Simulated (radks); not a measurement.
**Nuclear size and the levels of Dy¹⁵⁺**

Aim: how the total energy, the levels and the density at the nucleus of Dy¹⁵⁺ respond when the nuclear radius is scaled.

The numbers are computed with radks (a radial shooting solver on a logarithmic mesh, Libxc functionals) version 1 (Dirac Kohn-Sham, exchange-only LDA, spin-unpolarised, spherical densities, finite nucleus; open shells are shared between the two j in proportion to 2j + 1), except any that are marked as measured or tabulated.

## Step 1: The system

```
element            : dysprosium (Z = 66)
charge             : +15
electrons          : 51
configuration      : [Kr] 4d10 4f5
nuclear rms radius : 5.2218 fm
```

The outer shells:

Dy¹⁵⁺
```
[Kr] core
4d [↑↓][↑↓][↑↓][↑↓][↑↓]
4f [↑ ][↑ ][↑ ][↑ ][↑ ][  ][  ]
```

## Step 2: rms radius 5.2218 fm

Input:

```text
Z 66
configuration [Kr] 4d10 4f5 5s0 5p0
relativity Dirac
functional lda,
spin unpolarised
j_filling average
nucleus finite rms 5.2218 fm
c 137.035999084
```

## Step 3: rms radius 4.3132 fm

Input: that of step 2 with these lines changed.

```diff
@@ -6,3 +6,3 @@
 j_filling average
-nucleus finite rms 5.2218 fm
+nucleus finite rms 4.3132 fm
 c 137.035999084
```

## Step 4: rms radius 5.0234 fm

Input: that of step 3 with these lines changed.

```diff
@@ -6,3 +6,3 @@
 j_filling average
-nucleus finite rms 4.3132 fm
+nucleus finite rms 5.0234 fm
 c 137.035999084
```

## Step 5: rms radius 5.5299 fm

Input: that of step 4 with these lines changed.

```diff
@@ -6,3 +6,3 @@
 j_filling average
-nucleus finite rms 5.0234 fm
+nucleus finite rms 5.5299 fm
 c 137.035999084
```

## Step 6: rms radius 6.0991 fm

Input: that of step 5 with these lines changed.

```diff
@@ -6,3 +6,3 @@
 j_filling average
-nucleus finite rms 5.5299 fm
+nucleus finite rms 6.0991 fm
 c 137.035999084
```

Q: Predict the outcome of this session. Wanted: for each run, rms radius; total energy shift; density at nucleus; 1s1/2 shift; 2s1/2 shift; 4s1/2 shift; 4p1/2 shift; 5s1/2 shift.

As calculated:

```
rms radius (fm)  total energy shift (eV)  density at nucleus (e/bohr³)  1s1/2 shift (meV)  2s1/2 shift (meV)  4s1/2 shift (meV)  4p1/2 shift (meV)  5s1/2 shift (meV)
         4.3132                    -8.35                     7.759e+05              -3435               -450              -24.1              0.160              -6.67
         5.0234                    -1.92                     7.445e+05               -791               -104              -5.55             0.0365              -1.54
         5.2218                        0                     7.367e+05                  0                  0                  0                  0                  0
         5.5299                     3.09                     7.253e+05               1272                167               8.93            -0.0584               2.47
         6.0991                     9.14                     7.062e+05               3761                493               26.4             -0.172               7.30
```

**Reading.** Shifts are against the first run. Over the range the 1s1/2 level moves by 7.20 eV and the 5s1/2 level by 14.0 meV. A larger nucleus binds the 1s electrons less and lowers the density at its centre. These are shifts of eigenvalues, not the field shifts of spectral lines.
